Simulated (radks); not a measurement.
# Sm⁴⁺ in [Xe] 4f4: an all-electron calculation

Wanted: eigenvalues, radial structure and energy terms of the samarium ion Sm4+.

Method: scalar-relativistic Kohn-Sham, Wu-Cohen GGA, spin-polarised, spherical densities, finite nucleus; open shells are filled with parallel spins first. Code: radks (a radial shooting solver on a logarithmic mesh, Libxc functionals) version 1.

### 1 Starting point

| Item | Value |
| --- | --- |
| element | samarium (Z = 62) |
| charge | +4 |
| electrons | 58 |
| configuration | [Xe] 4f4 |
| nuclear rms radius | 5.0819 fm |

Outer shells as boxes (Hund's rule):

Sm⁴⁺
```
[Xe] core
4f [↑ ][↑ ][↑ ][↑ ][  ][  ][  ]
```

### 2 Self-consistent calculation

Input:

```text
Z 62
configuration [Xe] 4f4
relativity scalar-relativistic
functional wc,pbe
spin polarised
nucleus finite rms 5.0819 fm
c 137.035999084
```

What does the calculation give?

**Answer**, as computed:

```
                        quantity                     value
                    total energy       -10422.6762 hartree
exchange-correlation share of it                    2.23 %
                            −T/E                    1.0688
          highest occupied level         4f up, -53.276 eV
    most extended occupied level  5p down, <r> = 1.53 bohr
 radius at density 0.001 e/bohr³                 3.15 bohr
    maxima of the radial density                         4
         ionisation energy, NIST       62.7 (semi-emp.) eV
```

**Reading.** 5 principal shells are occupied and 4 maxima appear in the radial density; where shells overlap, one shows as a shoulder or not at all. −T/E is 1.069: with relativity the kinetic term as defined here no longer equals −E. The top level binds by 53.276 eV, 85 % of the NIST ionisation energy of 62.7 eV; the potential of a semilocal functional falls off too fast, so its top eigenvalue is too shallow. Open shells are spherical and high-spin; term and fine-structure splittings are not resolved. Spin-orbit splitting is averaged out at the scalar-relativistic level.
